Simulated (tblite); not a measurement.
# C5H14P2S: the cost of one run

Computed with tblite 0.8.0 and PySCF 2.14.0, with density-fitted response routines of our own, on a single molecule, in the gas phase or a continuum. Atoms count from 0, in the outputs and in this text.

## (1) The starting structure

22 atoms, charge 0, multiplicity 1; geometry from: force field or distance geometry start.

Bonds of the start (Å): C0–C1 1.53, C1–P2 1.80, P2–P3 2.16, P2–S4 1.95, P2–C5 1.83, C5–C6 1.53, C5–C7 1.53, C0–H8 1.10, C0–H9 1.09, C0–H10 1.09, C1–H11 1.09, C1–H12 1.09, P3–H13 1.41, P3–H14 1.41, C5–H15 1.11, C6–H16 1.09, C6–H17 1.09, C6–H18 1.10, C7–H19 1.10, C7–H20 1.10, C7–H21 1.09.

## (2) Relaxing the molecule with GFN2-xTB

The job: settings as JSON, then the geometry in Å.

```
{"job": {"kind": "relax", "xc": "GFN2-xTB", "basis": "xTB"}, "charge": 0, "multiplicity": 1}
C      2.089000    -1.322700    -0.420100
C      1.405900    -0.238600    -1.261600
P      0.260200     0.845800    -0.388500
P      1.420400     1.900000     1.094600
S     -0.531700     2.221900    -1.522700
C     -0.921600    -0.245500     0.481000
C     -1.688100    -1.157600    -0.471200
C     -1.906000     0.512800     1.373000
H      1.350900    -2.023500    -0.012100
H      2.629800    -0.890800     0.423600
H      2.781000    -1.892400    -1.035100
H      0.875400    -0.725200    -2.080100
H      2.184900     0.382600    -1.695200
H      0.435000     2.833900     1.463500
H      2.084700     2.775600     0.215800
H     -0.319700    -0.880500     1.156800
H     -1.005100    -1.769800    -1.059700
H     -2.304500    -0.585900    -1.162900
H     -2.347100    -1.835300     0.092500
H     -2.547600    -0.188400     1.924100
H     -2.560200     1.169400     0.778700
H     -1.396100     1.133600     2.105000
```

The run is started by

```console
OMP_NUM_THREADS=1 python probes_run.py task.json out
```

This one command runs all jobs of the session in turn.

**Question.** How long does this first job take on 1 thread of Intel Xeon Platinum 8259CL at 2.50GHz, shared host, and how much memory does it need?

About 1.6 s, with a peak of 0.18 GiB.
